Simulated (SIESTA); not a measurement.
Crystal: Cu3Rh.

```
Rh Cu
1.0
    -1.83739    1.83739    3.60063
     1.83739   -1.83739    3.60063
     1.83739    1.83739   -3.60063
Rh Cu
1 3
Direct
  0.00000 0.00000 0.00000
  0.50000 0.50000 0.00000
  0.25000 0.75000 0.50000
  0.75000 0.25000 0.50000
```

The cell comes from a database or a generator and needn't be the stable form of this composition.

| Quantity | Value |
| --- | --- |
| Program | SIESTA 5.4.2 |
| Task | single point |
| Functional | PBEsol |
| Potentials or basis | PseudoDojo 0.4 standard (PBEsol files) |
| Basis | DZP (energy shift 0.003 Ry; two zetas on semicore shells) |
| Grid cutoff | 800 Ry |
| Energy shift | 0.003 Ry |
| k mesh | 10 × 10 × 10 |
| Occupations | fermi-dirac, width 0.05 eV |
| Spin | no spin polarisation |

On this cell: pressure -1.9 GPa; largest force under 0.003 eV/Å; band gap on the k mesh none (metal or under the smearing width).

The same run follows on a disturbed copy (atoms moved at random, drawn with an rms of 0.05 Å):

```
CELL_PARAMETERS angstrom
-1.83739 1.83739 3.60063
1.83739 -1.83739 3.60063
1.83739 1.83739 -3.60063
ATOMIC_POSITIONS crystal
Rh 0.99855 0.99682 0.99591
Cu 0.51319 0.50282 0.01967
Cu 0.24288 0.73557 0.48503
Cu 0.73878 0.23794 0.47913
```

What does the disturbed cell give?

The energy (extrapolated to zero smearing) moves by +8.4 meV/atom; pressure -1.5 GPa; largest force 0.679 eV/Å; band gap on the k mesh none (metal or under the smearing width).

Forces in eV/Å, atoms in the order of the input:
```
Rh  -0.013  0.230 -0.172
Cu  -0.328 -0.594 -0.014
Cu   0.181  0.063  0.178
Cu   0.160  0.304  0.009
```

Stress tensor (GPa, compression positive):
```
-1.24  0.06  0.05
 0.06 -1.63  0.27
 0.05  0.27 -1.56
```

Caveats: short orbitals over semicore shells can move pressures by several GPa; the basis of atomic orbitals isn't converged, which shifts pressures, moduli and gaps.
